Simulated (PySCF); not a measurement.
# ClGe2H7Si: magnetic properties

What do calculations give for the magnetic properties of ClGe2H7Si (`[SiH3][Ge@H]([Cl])[GeH3]`)?

Programs: PySCF 2.14.0, with routines of our own; each step states its level. All values are computed. Atoms count from 0.

## Step 1: The starting structure

11 atoms, charge 0, multiplicity 1; geometry from: PBE0-D3(BJ)/def2-SVP.

## Step 2: Magnetic properties: GIAO CAM-B3LYP/pcSseg-1

What the job is given:

```
{"job": {"kind": "mag", "xc": "CAM-B3LYP", "basis": "pcSseg-1"}, "charge": 0, "multiplicity": 1}
Si    -1.978934    -0.462539     0.348721
Ge    -0.028702     0.889074     0.134666
Cl    -0.362493     2.023398    -1.707694
Ge     2.031378    -0.330534    -0.235814
H     -1.906838    -1.275313     1.601554
H     -3.192603     0.405520     0.377888
H     -2.036601    -1.375662    -0.831124
H      0.104818     1.941520     1.253835
H      2.386997    -1.158234     1.013760
H      1.831101    -1.277100    -1.430580
H      3.171559     0.653814    -0.542298
```

With the program's defaults for keys left out, this is: GIAO CAM-B3LYP/pcSseg-1 magnetisability, rotational g tensor and spin-rotation constants, non-relativistic, gas phase.

The run is started by

```sh
> OMP_NUM_THREADS=1 python excited_run.py task.json out
```

One launch serves the whole session: the jobs run in the order shown.

The program printed:

```text
coarse grid: 44864 points
cycle   1  E = -4907.6464809161  dE = -1.448e+00  |g| = 1.228e+00  |ddm| = 3.095e+00
cycle   2  E = -4907.6336629485  dE =  1.282e-02  |g| = 1.173e+00  |ddm| = 1.260e+00
cycle   3  E = -4907.7539684174  dE = -1.203e-01  |g| = 8.918e-02  |ddm| = 7.484e-01
cycle   4  E = -4907.7548608309  dE = -8.924e-04  |g| = 2.223e-02  |ddm| = 7.211e-02
cycle   5  E = -4907.7549102401  dE = -4.941e-05  |g| = 5.401e-03  |ddm| = 1.796e-02
cycle   6  E = -4907.7549146200  dE = -4.380e-06  |g| = 1.215e-03  |ddm| = 7.873e-03
final grid: 87352 points
cycle   7  E = -4907.7547978224  dE = -2.759e-07  |g| = 8.707e-04  |ddm| = 2.503e-03
cycle   8  E = -4907.7547978737  dE = -5.137e-08  |g| = 7.555e-04  |ddm| = 1.368e-03
cycle   9  E = -4907.7547979423  dE = -6.859e-08  |g| = 1.156e-04  |ddm| = 5.452e-04
cycle  10  E = -4907.7547979435  dE = -1.219e-09  |g| = 1.079e-05  |ddm| = 7.702e-05
cycle  11  E = -4907.7547979437  dE = -1.182e-10  |g| = 3.053e-06  |ddm| = 5.468e-05
converged SCF energy = -4907.7547979437

Magnetisability tensor (1e-30 J/T^2)
    -1610.85       17.20      -13.34
       17.20    -1628.65       62.46
      -13.34       62.46    -1691.28
isotropic -1643.59   principal values   -1733.24  -1610.26  -1587.28
isotropic susceptibility -98.980 1e-6 cm^3/mol

Inertial axes            a          b          c
rot. const./GHz      1.9395     1.0186     0.7501
chi total           -97.834   -102.070    -97.035
chi diamagnetic    -718.161  -1179.448  -1570.661
chi paramagnetic    620.327   1077.378   1473.626
quadrupole/D A        1.263     -3.207      1.945
g nuclear            0.5447     0.5081     0.5109
g electronic        -0.5652    -0.5155    -0.5193
g total             -0.0205    -0.0075    -0.0083

Spin-rotation constants (kHz, H = +C I.J)
atom  isotope        aa         bb         cc
  2   35Cl        0.112      0.065      0.036
  4     1H       -0.166      0.011     -0.059
  5     1H        0.056     -0.089     -0.067
  6     1H       -0.176     -0.096      0.026
  7     1H       -0.154     -0.091      0.032
  8     1H       -0.128     -0.014     -0.058
  9     1H       -0.168     -0.098      0.021
 10     1H       -0.107     -0.016     -0.062
  0   29Si*      -1.022     -0.529     -0.401
  1   73Ge*      -0.596     -0.273     -0.243
  3   73Ge*      -0.458     -0.251     -0.184
* in the singly substituted isotopologue
```

Wall time 42 s (1 thread of Arm Neoverse V2, shared host); peak memory 1 GiB.

Key values:

```tsv
quantity	value
magnetisability	-1644·10⁻³⁰ J/T²
molar susceptibility	-99.0·10⁻⁶ cm³/mol
rotational g (a, b, c)	-0.0205, -0.0075, -0.0083
```

## Step 3: Magnetic properties: GIAO LC-wPBE/pcSseg-1

Settings changed since step 2:

```diff
@@ -1,2 +1,2 @@
-{"job": {"kind": "mag", "xc": "CAM-B3LYP", "basis": "pcSseg-1"}, "charge": 0, "multiplicity": 1}
+{"job": {"kind": "mag", "xc": "LC-wPBE", "basis": "pcSseg-1"}, "charge": 0, "multiplicity": 1}
 Si    -1.978934    -0.462539     0.348721
```

Method: GIAO LC-wPBE/pcSseg-1 magnetisability, rotational g tensor and spin-rotation constants, non-relativistic, gas phase.

The program printed:

```text
coarse grid: 44864 points
cycle   1  E = -4906.6106489159  dE = -1.514e+00  |g| = 1.311e+00  |ddm| = 3.141e+00
cycle   2  E = -4906.6365717339  dE = -2.592e-02  |g| = 1.165e+00  |ddm| = 1.210e+00
cycle   3  E = -4906.7385736617  dE = -1.020e-01  |g| = 8.317e-02  |ddm| = 6.298e-01
cycle   4  E = -4906.7393791996  dE = -8.055e-04  |g| = 1.838e-02  |ddm| = 7.133e-02
cycle   5  E = -4906.7394659608  dE = -8.676e-05  |g| = 7.076e-03  |ddm| = 2.887e-02
cycle   6  E = -4906.7394804436  dE = -1.448e-05  |g| = 2.165e-03  |ddm| = 1.503e-02
cycle   7  E = -4906.7394811039  dE = -6.603e-07  |g| = 6.476e-04  |ddm| = 3.153e-03
final grid: 87352 points
cycle   8  E = -4906.7393105237  dE = -1.491e-07  |g| = 5.547e-04  |ddm| = 1.393e-03
cycle   9  E = -4906.7393105347  dE = -1.103e-08  |g| = 5.779e-04  |ddm| = 7.163e-04
cycle  10  E = -4906.7393105577  dE = -2.303e-08  |g| = 3.053e-05  |ddm| = 2.491e-04
cycle  11  E = -4906.7393105588  dE = -1.090e-09  |g| = 1.057e-05  |ddm| = 1.751e-04
cycle  12  E = -4906.7393105589  dE = -4.002e-11  |g| = 2.545e-06  |ddm| = 2.421e-05
converged SCF energy = -4906.7393105589

Magnetisability tensor (1e-30 J/T^2)
    -1626.18       16.44      -13.80
       16.44    -1646.10       61.69
      -13.80       61.69    -1709.49
isotropic -1660.59   principal values   -1750.48  -1625.51  -1605.76
isotropic susceptibility -100.003 1e-6 cm^3/mol

Inertial axes            a          b          c
rot. const./GHz      1.9395     1.0186     0.7501
chi total           -98.744   -103.095    -98.170
chi diamagnetic    -717.269  -1178.283  -1569.605
chi paramagnetic    618.525   1075.188   1471.435
quadrupole/D A        1.509     -3.423      1.914
g nuclear            0.5447     0.5081     0.5109
g electronic        -0.5636    -0.5145    -0.5185
g total             -0.0189    -0.0064    -0.0076

Spin-rotation constants (kHz, H = +C I.J)
atom  isotope        aa         bb         cc
  2   35Cl        0.078      0.054      0.020
  4     1H       -0.166      0.010     -0.058
  5     1H        0.052     -0.089     -0.066
  6     1H       -0.175     -0.095      0.025
  7     1H       -0.155     -0.091      0.030
  8     1H       -0.128     -0.015     -0.058
  9     1H       -0.167     -0.097      0.020
 10     1H       -0.108     -0.016     -0.061
  0   29Si*      -0.988     -0.512     -0.387
  1   73Ge*      -0.582     -0.264     -0.235
  3   73Ge*      -0.452     -0.244     -0.180
* in the singly substituted isotopologue
```

It took 43 s on 1 thread of Arm Neoverse V2, shared host; peak memory 0.88 GiB.

From this job:

```tsv
quantity	value
magnetisability	-1661·10⁻³⁰ J/T²
molar susceptibility	-100.0·10⁻⁶ cm³/mol
rotational g (a, b, c)	-0.0189, -0.0064, -0.0076
```

## Step 4: Magnetic properties: GIAO HCTH407/pcSseg-1

Settings changed since step 3:

```diff
@@ -1,2 +1,2 @@
-{"job": {"kind": "mag", "xc": "LC-wPBE", "basis": "pcSseg-1"}, "charge": 0, "multiplicity": 1}
+{"job": {"kind": "mag", "xc": "HCTH407", "basis": "pcSseg-1"}, "charge": 0, "multiplicity": 1}
 Si    -1.978934    -0.462539     0.348721
```

With the program's defaults for keys left out, this is: GIAO HCTH407/pcSseg-1 magnetisability, rotational g tensor and spin-rotation constants, non-relativistic, gas phase.

The program printed:

```text
coarse grid: 44864 points
cycle   1  E = -4909.7934906809  dE = -1.348e+00  |g| = 1.043e+00  |ddm| = 3.130e+00
cycle   2  E = -4909.6473329392  dE =  1.462e-01  |g| = 1.276e+00  |ddm| = 1.548e+00
cycle   3  E = -4909.8559072436  dE = -2.086e-01  |g| = 2.509e-01  |ddm| = 1.318e+00
cycle   4  E = -4909.8722504561  dE = -1.634e-02  |g| = 8.238e-02  |ddm| = 4.021e-01
cycle   5  E = -4909.8738700850  dE = -1.620e-03  |g| = 1.546e-02  |ddm| = 9.326e-02
cycle   6  E = -4909.8739028043  dE = -3.272e-05  |g| = 5.579e-03  |ddm| = 2.052e-02
cycle   7  E = -4909.8739084332  dE = -5.629e-06  |g| = 7.305e-04  |ddm| = 5.776e-03
final grid: 87352 points
cycle   8  E = -4909.8737744940  dE = -1.880e-07  |g| = 7.280e-04  |ddm| = 3.193e-03
cycle   9  E = -4909.8737743515  dE =  1.425e-07  |g| = 1.130e-03  |ddm| = 2.321e-03
cycle  10  E = -4909.8737746406  dE = -2.891e-07  |g| = 1.232e-04  |ddm| = 1.267e-03
cycle  11  E = -4909.8737746429  dE = -2.247e-09  |g| = 4.104e-05  |ddm| = 1.453e-04
cycle  12  E = -4909.8737746432  dE = -3.338e-10  |g| = 8.226e-06  |ddm| = 4.866e-05
converged SCF energy = -4909.8737746432

Magnetisability tensor (1e-30 J/T^2)
    -1578.65       16.95      -11.66
       16.95    -1592.95       59.95
      -11.66       59.95    -1649.30
isotropic -1606.97   principal values   -1690.58  -1578.16  -1552.16
isotropic susceptibility -96.774 1e-6 cm^3/mol

Inertial axes            a          b          c
rot. const./GHz      1.9395     1.0186     0.7501
chi total           -95.858    -99.702    -94.762
chi diamagnetic    -716.414  -1177.929  -1568.869
chi paramagnetic    620.556   1078.227   1474.107
quadrupole/D A        1.159     -2.923      1.764
g nuclear            0.5447     0.5081     0.5109
g electronic        -0.5654    -0.5160    -0.5194
g total             -0.0207    -0.0079    -0.0085

Spin-rotation constants (kHz, H = +C I.J)
atom  isotope        aa         bb         cc
  2   35Cl        0.182      0.082      0.066
  4     1H       -0.164      0.013     -0.058
  5     1H        0.059     -0.088     -0.066
  6     1H       -0.175     -0.095      0.028
  7     1H       -0.149     -0.088      0.034
  8     1H       -0.125     -0.011     -0.057
  9     1H       -0.166     -0.097      0.022
 10     1H       -0.105     -0.013     -0.061
  0   29Si*      -1.013     -0.526     -0.398
  1   73Ge*      -0.616     -0.285     -0.252
  3   73Ge*      -0.476     -0.264     -0.193
* in the singly substituted isotopologue
```

Wall time 28 s (1 thread of Arm Neoverse V2, shared host); peak memory 0.71 GiB.

In short:

```tsv
quantity	value
magnetisability	-1607·10⁻³⁰ J/T²
molar susceptibility	-96.8·10⁻⁶ cm³/mol
rotational g (a, b, c)	-0.0207, -0.0079, -0.0085
```

## Step 5: Magnetic properties: GIAO wB97X/pcSseg-1

Settings changed since step 4:

```diff
@@ -1,2 +1,2 @@
-{"job": {"kind": "mag", "xc": "HCTH407", "basis": "pcSseg-1"}, "charge": 0, "multiplicity": 1}
+{"job": {"kind": "mag", "xc": "wB97X", "basis": "pcSseg-1"}, "charge": 0, "multiplicity": 1}
 Si    -1.978934    -0.462539     0.348721
```

Method: GIAO wB97X/pcSseg-1 magnetisability, rotational g tensor and spin-rotation constants, non-relativistic, gas phase.

The program printed:

```text
coarse grid: 44864 points
cycle   1  E = -4907.4649836881  dE = -1.504e+00  |g| = 1.189e+00  |ddm| = 3.098e+00
cycle   2  E = -4907.4877595816  dE = -2.278e-02  |g| = 1.046e+00  |ddm| = 1.166e+00
cycle   3  E = -4907.5764113579  dE = -8.865e-02  |g| = 7.688e-02  |ddm| = 6.142e-01
cycle   4  E = -4907.5770569069  dE = -6.455e-04  |g| = 1.791e-02  |ddm| = 6.439e-02
cycle   5  E = -4907.5771262644  dE = -6.936e-05  |g| = 6.244e-03  |ddm| = 2.549e-02
cycle   6  E = -4907.5771372928  dE = -1.103e-05  |g| = 1.945e-03  |ddm| = 1.442e-02
cycle   7  E = -4907.5771381082  dE = -8.154e-07  |g| = 5.227e-04  |ddm| = 3.077e-03
final grid: 87352 points
cycle   8  E = -4907.5765699482  dE = -8.195e-07  |g| = 8.767e-04  |ddm| = 3.052e-03
cycle   9  E = -4907.5765700027  dE = -5.456e-08  |g| = 6.969e-04  |ddm| = 1.151e-03
cycle  10  E = -4907.5765700463  dE = -4.363e-08  |g| = 9.756e-05  |ddm| = 4.178e-04
cycle  11  E = -4907.5765700481  dE = -1.707e-09  |g| = 3.021e-05  |ddm| = 1.155e-04
cycle  12  E = -4907.5765700485  dE = -4.629e-10  |g| = 6.887e-06  |ddm| = 8.541e-05
converged SCF energy = -4907.5765700485

Magnetisability tensor (1e-30 J/T^2)
    -1615.54       17.46      -13.92
       17.46    -1634.28       63.65
      -13.92       63.65    -1699.52
isotropic -1649.78   principal values   -1741.92  -1614.96  -1592.47
isotropic susceptibility -99.352 1e-6 cm^3/mol

Inertial axes            a          b          c
rot. const./GHz      1.9395     1.0186     0.7501
chi total           -98.135   -102.508    -97.413
chi diamagnetic    -718.065  -1179.198  -1570.479
chi paramagnetic    619.930   1076.690   1473.066
quadrupole/D A        1.399     -3.333      1.934
g nuclear            0.5447     0.5081     0.5109
g electronic        -0.5649    -0.5152    -0.5191
g total             -0.0201    -0.0072    -0.0081

Spin-rotation constants (kHz, H = +C I.J)
atom  isotope        aa         bb         cc
  2   35Cl        0.089      0.057      0.026
  4     1H       -0.166      0.011     -0.059
  5     1H        0.054     -0.089     -0.066
  6     1H       -0.176     -0.096      0.026
  7     1H       -0.155     -0.091      0.031
  8     1H       -0.128     -0.015     -0.059
  9     1H       -0.168     -0.098      0.020
 10     1H       -0.108     -0.016     -0.062
  0   29Si*      -0.984     -0.509     -0.385
  1   73Ge*      -0.579     -0.263     -0.235
  3   73Ge*      -0.445     -0.242     -0.178
* in the singly substituted isotopologue
```

It took 43 s on 1 thread of Arm Neoverse V2, shared host; peak memory 0.99 GiB.

From this job:

```tsv
quantity	value
magnetisability	-1650·10⁻³⁰ J/T²
molar susceptibility	-99.4·10⁻⁶ cm³/mol
rotational g (a, b, c)	-0.0201, -0.0072, -0.0081
```

## Step 6: Magnetic properties: GIAO wB97X-D/pcSseg-1

Settings changed since step 5:

```diff
@@ -1,2 +1,2 @@
-{"job": {"kind": "mag", "xc": "wB97X", "basis": "pcSseg-1"}, "charge": 0, "multiplicity": 1}
+{"job": {"kind": "mag", "xc": "wB97X-D", "basis": "pcSseg-1"}, "charge": 0, "multiplicity": 1}
 Si    -1.978934    -0.462539     0.348721
```

Method: GIAO wB97X-D/pcSseg-1 magnetisability, rotational g tensor and spin-rotation constants, non-relativistic, gas phase.

The program printed:

```text
coarse grid: 44864 points
cycle   1  E = -4907.5184611086  dE = -1.491e+00  |g| = 1.167e+00  |ddm| = 3.106e+00
cycle   2  E = -4907.5253300199  dE = -6.869e-03  |g| = 1.062e+00  |ddm| = 1.192e+00
cycle   3  E = -4907.6224983308  dE = -9.717e-02  |g| = 7.832e-02  |ddm| = 6.585e-01
cycle   4  E = -4907.6230957673  dE = -5.974e-04  |g| = 1.814e-02  |ddm| = 5.722e-02
cycle   5  E = -4907.6231400505  dE = -4.428e-05  |g| = 5.316e-03  |ddm| = 1.927e-02
cycle   6  E = -4907.6231472585  dE = -7.208e-06  |g| = 1.484e-03  |ddm| = 1.221e-02
final grid: 87352 points
cycle   7  E = -4907.6222842567  dE = -2.267e-06  |g| = 1.251e-03  |ddm| = 5.471e-03
cycle   8  E = -4907.6222843939  dE = -1.372e-07  |g| = 1.084e-03  |ddm| = 1.959e-03
cycle   9  E = -4907.6222845260  dE = -1.321e-07  |g| = 1.724e-04  |ddm| = 7.893e-04
cycle  10  E = -4907.6222845305  dE = -4.474e-09  |g| = 3.800e-05  |ddm| = 1.682e-04
cycle  11  E = -4907.6222845315  dE = -9.895e-10  |g| = 1.081e-05  |ddm| = 1.437e-04
converged SCF energy = -4907.6222845315

Magnetisability tensor (1e-30 J/T^2)
    -1608.87       17.01      -13.59
       17.01    -1627.02       62.69
      -13.59       62.69    -1690.56
isotropic -1642.15   principal values   -1732.48  -1608.17  -1585.80
isotropic susceptibility -98.893 1e-6 cm^3/mol

Inertial axes            a          b          c
rot. const./GHz      1.9395     1.0186     0.7501
chi total           -97.712   -102.002    -96.964
chi diamagnetic    -717.603  -1178.780  -1570.005
chi paramagnetic    619.891   1076.778   1473.041
quadrupole/D A        1.380     -3.276      1.896
g nuclear            0.5447     0.5081     0.5109
g electronic        -0.5648    -0.5153    -0.5191
g total             -0.0201    -0.0072    -0.0081

Spin-rotation constants (kHz, H = +C I.J)
atom  isotope        aa         bb         cc
  2   35Cl        0.111      0.063      0.034
  4     1H       -0.165      0.011     -0.058
  5     1H        0.055     -0.089     -0.066
  6     1H       -0.175     -0.096      0.026
  7     1H       -0.154     -0.091      0.032
  8     1H       -0.128     -0.014     -0.058
  9     1H       -0.168     -0.098      0.021
 10     1H       -0.107     -0.016     -0.061
  0   29Si*      -1.003     -0.519     -0.393
  1   73Ge*      -0.588     -0.268     -0.239
  3   73Ge*      -0.454     -0.247     -0.181
* in the singly substituted isotopologue
```

Run time: 41 s. Hardware: 1 thread of Arm Neoverse V2, shared host; peak memory 0.97 GiB.

Key values:

```tsv
quantity	value
magnetisability	-1642·10⁻³⁰ J/T²
molar susceptibility	-98.9·10⁻⁶ cm³/mol
rotational g (a, b, c)	-0.0201, -0.0072, -0.0081
```

## Step 7: Magnetic properties: GIAO BLYP/pcSseg-1

Settings changed since step 6:

```diff
@@ -1,2 +1,2 @@
-{"job": {"kind": "mag", "xc": "wB97X-D", "basis": "pcSseg-1"}, "charge": 0, "multiplicity": 1}
+{"job": {"kind": "mag", "xc": "BLYP", "basis": "pcSseg-1"}, "charge": 0, "multiplicity": 1}
 Si    -1.978934    -0.462539     0.348721
```

Level: GIAO BLYP/pcSseg-1 magnetisability, rotational g tensor and spin-rotation constants, non-relativistic, gas phase.

The program printed:

```text
coarse grid: 44864 points
cycle   1  E = -4907.4432712766  dE = -1.287e+00  |g| = 1.567e+00  |ddm| = 3.188e+00
cycle   2  E = -4907.1754985678  dE =  2.678e-01  |g| = 1.989e+00  |ddm| = 1.989e+00
cycle   3  E = -4907.5737378081  dE = -3.982e-01  |g| = 3.222e-01  |ddm| = 1.712e+00
cycle   4  E = -4907.6009810545  dE = -2.724e-02  |g| = 1.110e-01  |ddm| = 5.241e-01
cycle   5  E = -4907.6038898298  dE = -2.909e-03  |g| = 2.458e-02  |ddm| = 1.253e-01
cycle   6  E = -4907.6039946286  dE = -1.048e-04  |g| = 6.755e-03  |ddm| = 3.327e-02
cycle   7  E = -4907.6040021810  dE = -7.552e-06  |g| = 1.330e-03  |ddm| = 6.951e-03
final grid: 87352 points
cycle   8  E = -4907.6038488197  dE =  2.034e-07  |g| = 1.860e-03  |ddm| = 4.839e-03
cycle   9  E = -4907.6038479723  dE =  8.474e-07  |g| = 2.823e-03  |ddm| = 5.616e-03
cycle  10  E = -4907.6038495645  dE = -1.592e-06  |g| = 1.418e-04  |ddm| = 3.236e-03
cycle  11  E = -4907.6038495709  dE = -6.341e-09  |g| = 4.700e-05  |ddm| = 2.597e-04
cycle  12  E = -4907.6038495714  dE = -5.684e-10  |g| = 7.304e-06  |ddm| = 5.729e-05
converged SCF energy = -4907.6038495714

Magnetisability tensor (1e-30 J/T^2)
    -1587.71       17.64      -12.01
       17.64    -1601.65       62.52
      -12.01       62.52    -1660.47
isotropic -1616.61   principal values   -1703.48  -1587.15  -1559.20
isotropic susceptibility -97.355 1e-6 cm^3/mol

Inertial axes            a          b          c
rot. const./GHz      1.9395     1.0186     0.7501
chi total           -96.429   -100.397    -95.237
chi diamagnetic    -717.707  -1179.372  -1570.187
chi paramagnetic    621.277   1078.975   1474.950
quadrupole/D A        1.059     -2.767      1.708
g nuclear            0.5447     0.5081     0.5109
g electronic        -0.5661    -0.5163    -0.5198
g total             -0.0214    -0.0083    -0.0088

Spin-rotation constants (kHz, H = +C I.J)
atom  isotope        aa         bb         cc
  2   35Cl        0.191      0.090      0.070
  4     1H       -0.165      0.014     -0.058
  5     1H        0.060     -0.089     -0.067
  6     1H       -0.177     -0.096      0.028
  7     1H       -0.150     -0.089      0.034
  8     1H       -0.127     -0.011     -0.057
  9     1H       -0.168     -0.098      0.022
 10     1H       -0.106     -0.013     -0.061
  0   29Si*      -1.068     -0.554     -0.420
  1   73Ge*      -0.630     -0.290     -0.259
  3   73Ge*      -0.481     -0.269     -0.196
* in the singly substituted isotopologue
```

Wall time 28 s (1 thread of Arm Neoverse V2, shared host); peak memory 0.71 GiB.

In short:

```tsv
quantity	value
magnetisability	-1617·10⁻³⁰ J/T²
molar susceptibility	-97.4·10⁻⁶ cm³/mol
rotational g (a, b, c)	-0.0214, -0.0083, -0.0088
```

## Step 8: The levels compared

```tsv
level	ξ (10⁻³⁰ J/T²)	g(a)	g(b)	gap (eV)	functions	time
GIAO CAM-B3LYP/pcSseg-1	-1644	-0.0205	-0.0075	9.22	165	42 s
GIAO LC-wPBE/pcSseg-1	-1661	-0.0189	-0.0064	11.58	165	43 s
GIAO HCTH407/pcSseg-1	-1607	-0.0207	-0.0079	5.10	165	28 s
GIAO wB97X/pcSseg-1	-1650	-0.0201	-0.0072	11.12	165	43 s
GIAO wB97X-D/pcSseg-1	-1642	-0.0201	-0.0072	10.38	165	41 s
GIAO BLYP/pcSseg-1	-1617	-0.0214	-0.0083	4.97	165	28 s
```

## Step 9: Outcome

| quantity | value |
| --- | --- |
| magnetisability (step 2, GIAO CAM-B3LYP/pcSseg-1) | -1644·10⁻³⁰ J/T² |
| molar susceptibility (step 2, GIAO CAM-B3LYP/pcSseg-1) | -99.0·10⁻⁶ cm³/mol |
| rotational g (a, b, c) (step 2, GIAO CAM-B3LYP/pcSseg-1) | -0.0205, -0.0075, -0.0083 |
| magnetisability over the levels | -1661 to -1607·10⁻³⁰ J/T² |

Steps that list no spin-orbit terms leave them out, which matters at and beside the heavy atoms. The magnetisability spreads by 3.3 % over 6 levels, from GIAO LC-wPBE/pcSseg-1 (43 s) to GIAO HCTH407/pcSseg-1 (28 s); the runs took 28 s to 43 s. Vibrational averaging and real surroundings are missing from these values.
